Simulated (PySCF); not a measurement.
# FK (Potassium Fluoride): the cost of one run

Programs: PySCF 2.14.0, with density-fitted response routines of our own. Each step states its level of theory. These are calculated values for one molecule, in the gas phase or a continuum, unless marked as measured. Atoms count from 0, in the outputs and in this text.

### Step 1. The molecule as given

2 atoms, charge 0, multiplicity 1; geometry from: GFN2-xTB. The atoms were then displaced at random by about 0.01 Å, so the start is not that level's minimum.

Bonds of the start (Å): F0–K1 2.05.

### Step 2. Optimising the geometry at PBE0-D3(BJ)/def2-TZVP

The job: settings as JSON, then the geometry in Å.

```
{"job": {"xc": "PBE0", "basis": "def2-TZVP", "d3": "d3bj", "grid": 2, "shake": 0.01, "kind": "geom"}, "charge": 0, "multiplicity": 1}
F      1.032950    -0.028160     0.001000
K     -1.015460    -0.000650    -0.013120
```

Command:

```sh
$ OMP_NUM_THREADS=1 python probes_run.py task.json out
```

The driver reads the jobs from task.json and runs them one after another.

Q: Estimate the wall time and peak memory of this first job on 1 thread of Arm Neoverse V1, shared host.

About 3.9 s, with a peak of 0.28 GiB.
